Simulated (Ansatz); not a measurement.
# SiGeCl+ (quintet): wave-function methods side by side, cc-pVDZ

An exercise on one series of results from a longer session: the logs are not shown, and one member is left open.

The runs use Ansatz 0.2.0, Gaussian basis; cc-pVDZ, core rule «outside noble gas», up to 24 orbitals frozen.

The runs, in order: UHF; CCSD(T) on ROHF; CCSD(T) on UHF; BCCD(T) on ROHF; CISD; CCSDT(Q) on ROHF; CCSDT(Q) on UHF; CASSCF and MRCISD+Q, 12 electrons in 11 orbitals; CASSCF and NEVPT2, 12 electrons in 11 orbitals.

31 further runs of the same task are left out: 15 that didn't finish, 16 set aside as unsound or not needed.

## The system

The geometry is a PBE0/def2-TZVP stationary point (not a proven minimum) of the parent state, kept for this charge and spin. No spin-orbit coupling is included. The filled d shell of Ge may be among the frozen orbitals whatever the setting's name suggests; the logs give the count.

3 atoms, charge 1, spin multiplicity 5.

Atoms are counted from 1 here; the program's logs count them from 0.

Bond lengths: Cl1–Si2 2.079 Å, Si2–Ge3 2.394 Å. Angles: Cl1–Si2–Ge3 111.9°.

Set-up of the first run:

Input file in.yaml:

```yaml
crystal:
  periodic: [false, false, false]
  atoms:
    - {symbol: Cl, position_ang: [0.000000, -0.422560, 2.298070]}
    - {symbol: Si, position_ang: [0.000000, 0.938299, 0.726778]}
    - {symbol: Ge, position_ang: [0.000000, -0.156547, -1.402607]}
basis:
  gaussian: {orbitals: cc-pVDZ}
total_charge: 1
magnetization: {spin_polarized: true, initial_magnetization: 4}
hamiltonian: {xc: hf}
output: {orbitals: {seedname: orbitals}}
```

Launch:

```console
$ ansatz run in.yaml --threads 1 --pin off --events-out ev --progress --plain --max-ram 2393MiB
```

Steps of the session up to this table: UHF; CCSD(T) on ROHF; CCSD(T) on UHF; BCCD(T) on ROHF; CISD; CCSDT(Q) on ROHF; CCSDT(Q) on UHF; CASSCF and MRCISD+Q, 12 electrons in 11 orbitals; CASSCF and NEVPT2, 12 electrons in 11 orbitals.

One of the session's tables, all rows but one given; the rest of the session is left out.

| method | from UCCSDT(Q) (kJ/mol) |
| --- | --- |
| ROHF | +737.4 |
| UHF | +726.4 |
| RMP2 | ? |
| UMP2 | +125.9 |
| CISD | +102.2 |
| RCCSD | +36.7 |
| UCCSD | +34.8 |
| RCCSD(T) | +9.1 |
| UCCSD(T) | +7.9 |
| BCCD(T) | +9.1 |
| RCCSDT | +4.2 |
| UCCSDT | +2.7 |
| RCCSDT(Q) | +1.8 |
| UCCSDT(Q) | 0 |
| CASSCF valence | +584.6 |
| NEVPT2 valence | +114.6 |
| MRCISD valence | +61.5 |
| MRCISD+Q valence | +10.3 |

**Question.** Estimate the row for RMP2.

As computed: from UCCSDT(Q) (kJ/mol): +123.3. In the column «from UCCSDT(Q) (kJ/mol)» it lies between NEVPT2 valence (+114.6) and UMP2 (+125.9).

Among the levels timed on like hardware and quicker than the yardstick, those that no quicker one beats, quickest first: NEVPT2 valence (20 s, +114.6 kJ/mol); MRCISD+Q valence (26 s, +10.3 kJ/mol); RCCSD(T) (29 s, +9.1 kJ/mol); UCCSD(T) (37 s, +7.9 kJ/mol); RCCSDT(Q) (87 s, +1.8 kJ/mol).

Caveats from the session: Of the multireference levels listed MRCISD+Q valence comes nearest in total energy (+10.3 kJ/mol), which doesn't show that its space is the better one. Restricted and unrestricted rows rest on different reference determinants; where their highest levels disagree by more than a few hundredths of an eV, they describe different states and don't form one ladder.
